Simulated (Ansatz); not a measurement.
# H5PSe2Si, SMILES P[Se][SiH2][SeH]: a ladder of methods at one geometry

Program: Ansatz 0.2.0 through its Python package.

Interactive session:
```pycon
>>> from pathlib import Path
>>> import ansatz as az
>>> import numpy as np
>>> geometry_ang = [
...     ("P", (-1.9621, 0.761, 1.0506)),
...     ("Se", (-0.1197, -0.3305, 1.635)),
...     ("Si", (0.4872, -0.4626, -0.5637)),
...     ("Se", (2.5824, -1.56, -0.6976)),
...     ("H", (-2.3367, 1.162, 2.3888)),
...     ("H", (-1.3026, 2.0615, 0.7684)),
...     ("H", (0.6992, 0.8924, -1.0981)),
...     ("H", (-0.4643, -1.1762, -1.321)),
...     ("H", (2.5051, -1.3938, -2.1797)),
... ]
>>> mol = az.Crystal.molecule()
>>> for symbol, xyz in geometry_ang:
...     mol = mol.atom(symbol, xyz)
...
>>> setup = mol.calculation()
>>> setup = setup.basis(gaussian="def2-SVP")
>>> setup = setup.accuracy("medium")
>>> print("functional    E (Ha)        dipole (D)   HOMO (eV)  LUMO (eV)")
functional    E (Ha)        dipole (D)   HOMO (eV)  LUMO (eV)
>>> for name in ["pbe0", "cam_b3lyp", "hf", "lda"]:
...     data = setup.functional(name).forces().orbitals().run(threads=1, runs_dir="runs").report
...     lines = Path(data["orbitals_path"]).read_text().splitlines()
...     field_of = lambda key: [line.split("=")[1].strip() for line in lines if line.startswith(key)]
...     orbitals = [(27.211386 * float(e), s, float(n)) for e, s, n in zip(field_of("Ene="), field_of("Spin="), field_of("Occup="))]
...     homo = max(e for e, _, n in orbitals if n > 0.5)
...     lumo = min(e for e, _, n in orbitals if n < 0.5)
...     dipole = 4.803205 * np.linalg.norm(data["charge_distribution"]["dipole_moment_e_ang"])
...     print(f"{name:10s} {data['free_energy_ev'] / 27.211386246:14.6f} {dipole:9.3f} {homo:11.3f} {lumo:10.3f}")
...
pbe0         -5435.392924     1.718      -6.715     -0.791
cam_b3lyp    -5436.457510     1.728      -7.893      0.396
hf           -5431.518292     2.075      -9.219      2.641
lda          -5426.902142     1.639      -5.627     -1.781
```

Notes:
- These settings explore the input space; basis and method may be short of convergence.
- The geometry is a force-field or estimated start, not a minimum of this method, and the basis set is short of its limit. A lower total doesn't mark the better method: functionals have no common bound, and MP2 and coupled cluster aren't variational.
- Levels such as HOMO and LUMO are orbital energies: with these approximate functionals they aren't the ionisation energy and electron affinity, and their gap isn't the fundamental gap.
- Hardware and time: 26 s on 1 thread of Arm Neoverse V1 (shared host), peak memory 0.47 GiB.

(Lines on the test bed's own set-up are left out of the output.)
